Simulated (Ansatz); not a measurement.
# Ni (Nickel): the cost of one run

Method: DFT LDA, scalar-relativistic, plane waves, PAW, in Ansatz 0.2.0.

2 further runs of the same task are left out: 2 set aside as unsound or not needed.

### 1 Starting point

The structure is cubic, space group Fm-3m (No. 225). Conventional cell: a = 3.424 Å, b = 3.424 Å, c = 3.424 Å, α = 90.00°, β = 90.00°, γ = 90.00°. Ni (site symmetry m-3m) has 12 Ni at 2.42 Å as nearest neighbours.

Structure file:

```
CELL_PARAMETERS angstrom
0.00000 1.71204 1.71204
1.71204 0.00000 1.71204
1.71204 1.71204 0.00000
ATOMIC_POSITIONS crystal
Ni 0.00000 0.00000 0.00000
```

This cell was relaxed beforehand with the same method: volume 10.04 Å³/atom, gap on the mesh none (metal), site moments up to 0.6 μB.

### 2 Bulk reference on the slab's mesh

Contents of input.yaml:

```yaml
crystal:
  lattice:
    - [2.4211898352, 0.0, 0.0]
    - [0.0, 2.4211898352, 0.0]
    - [1.2105949176, 1.2105949176, 1.712039751]
  atoms:
    - { symbol: Ni, position: [0.0, 0.0, 0.0], spin: 0.7 }
basis:
  ecutwfc: 420
kpoints:
  mp_grid: { grid: [14, 14, 20] }
hamiltonian:
  xc: lda
scf:
  occupations: { method: gaussian, width: 0.1 }
output:
  forces: true
  stress: true
  eigenvalues: true
  populations: true
  write_density: true
  write_potential: true
  elf: true
  volumetric_format: npy
magnetization:
  spin_polarized: true
```

Started as:

```bash
> ansatz run input.yaml --threads 2 --pin off --max-ram 5120MiB --backend cpu --events-out ev --progress --plain --runs-dir out
```

**Question.** How long does this run take on 2 threads of Arm Neoverse V2, shared host, and how much memory does it need?

About 18 s, with a peak of 0.56 GiB.
